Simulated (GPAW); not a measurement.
Ti3Se:

```
CELL_PARAMETERS angstrom
3.19745 0.00000 0.00000
-1.59872 2.76907 0.00000
0.00000 0.00000 7.94275
ATOMIC_POSITIONS crystal
Se 0.00000 0.00000 0.00000
Ti 0.66667 0.33333 0.50000
Ti 0.33333 0.66667 0.77290
Ti 0.33333 0.66667 0.22710
```

The cell comes from a database or a generator and needn't be the stable form of this composition.

| Property | Result |
| --- | --- |
| Program | GPAW 26.7.0 |
| Task | relaxation of cell and atoms |
| Functional | PBEsol |
| Dispersion | D3(BJ)+ATM |
| Potentials or basis | PAW data sets generated in the run's folder for this functional |
| Cutoff | 600 eV |
| Basis | pw |
| k mesh | 6 × 6 × 3 |
| Occupations | fermi-dirac, width 0.05 eV |
| Spin | no spin polarisation |

At the start: pressure -8.9 GPa; volume 17.58 Å³/atom.

Problem. Where does the relaxation end?

Solution. Over 11 steps the energy falls by 34.0 meV/atom and the volume is 16.23 Å³/atom (-7.7 %); space group P-6m2 (No. 187, to 0.05 Å).

The path:
```csv
step,energy change (eV),largest force (eV/Å),pressure (GPa),volume (Å³)
1,0.0000,0.0949,-8.94,70.32
2,-0.0358,0.0477,-7.86,69.59
3,-0.1293,0.2770,0.59,64.91
4,-0.1331,0.2069,-0.13,65.22
5,-0.1357,0.1083,-0.45,65.30
6,-0.1367,0.0025,-0.33,65.16
7,-0.1363,0.0152,-0.09,65.02
8,-0.1361,0.0123,0.03,64.96
9,-0.1359,0.0071,0.11,64.92
10,-0.1358,0.0004,0.18,64.89
11,-0.1360,0.0037,0.14,64.90
```

Final structure:
```yaml
crystal:
  lattice:
    - [3.10688, 0.00000, 0.00000]
    - [-1.55344, 2.69064, 0.00000]
    - [0.00000, 0.00000, 7.76402]
  atoms:
    - { symbol: Se, position: [0.00000, 0.00000, 0.00000] }
    - { symbol: Ti, position: [0.66667, 0.33333, 0.50000] }
    - { symbol: Ti, position: [0.33333, 0.66667, 0.77113] }
    - { symbol: Ti, position: [0.33333, 0.66667, 0.22887] }
```

Caveat: the k mesh is coarse (spacing up to 0.38 Å⁻¹), so the values aren't converged; later steps reuse the first step's grids; pairwise dispersion overbinds metals, which lowers pressure and volume.
